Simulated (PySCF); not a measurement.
# C4H11NS2Si: the cost of one run

Computed with PySCF 2.14.0, with density-fitted response routines of our own, on a single molecule, in the gas phase or a continuum. Atoms count from 0, in the outputs and in this text.

### Step 1. Starting geometry

19 atoms, charge 0, multiplicity 1; geometry from: GFN2-xTB. The atoms were then displaced at random by about 0.01 Å, so the start is not that level's minimum.

Bonds of the start (Å): C0–N1 1.44, N1–C2 1.45, N1–Si3 1.74, Si3–S4 2.11, S4–C5 1.81, C5–C6 1.51, C6–S7 1.83, S7–Si3 2.13, C0–H8 1.05, C0–H9 1.09, C0–H10 1.12, C2–H11 1.11, C2–H12 1.09, C2–H13 1.09, Si3–H14 1.46, C5–H15 1.10, C5–H16 1.10, C6–H17 1.09, C6–H18 1.08.

### Step 2. Optimising the geometry at PBE0-D3(BJ)/def2-SVP

Job settings and geometry (Å):

```
{"job": {"xc": "PBE0", "basis": "def2-SVP", "d3": "d3bj", "grid": 1, "shake": 0.01, "kind": "geom"}, "charge": 0, "multiplicity": 1}
C     -2.172870    -1.033560    -0.718200
N     -1.410790    -0.162740     0.137550
C     -2.218020     0.517070     1.131260
Si     0.044930     0.572390    -0.476230
S      1.189510     1.295860     1.143150
C      2.747830     0.705910     0.425830
C      2.622450    -0.730150    -0.038300
S      1.342910    -0.884460    -1.332110
H     -1.538020    -1.528520    -1.391060
H     -2.738510    -1.739750    -0.108300
H     -2.927390    -0.430840    -1.293800
H     -1.538730     1.102010     1.791810
H     -2.758960    -0.207670     1.733220
H     -2.946570     1.195010     0.688670
H     -0.123090     1.634910    -1.460540
H      3.507120     0.793180     1.216890
H      3.018470     1.373350    -0.399190
H      2.329510    -1.377030     0.794510
H      3.539490    -1.087890    -0.484530
```

On the command line:

```bash
$ OMP_NUM_THREADS=1 python probes_run.py task.json out
```

One launch serves the whole session: the jobs run in the order shown.

Q: Estimate the wall time and peak memory of this first job on 1 thread of Arm Neoverse N1, shared host.

About 14 min, with a peak of 0.86 GiB.
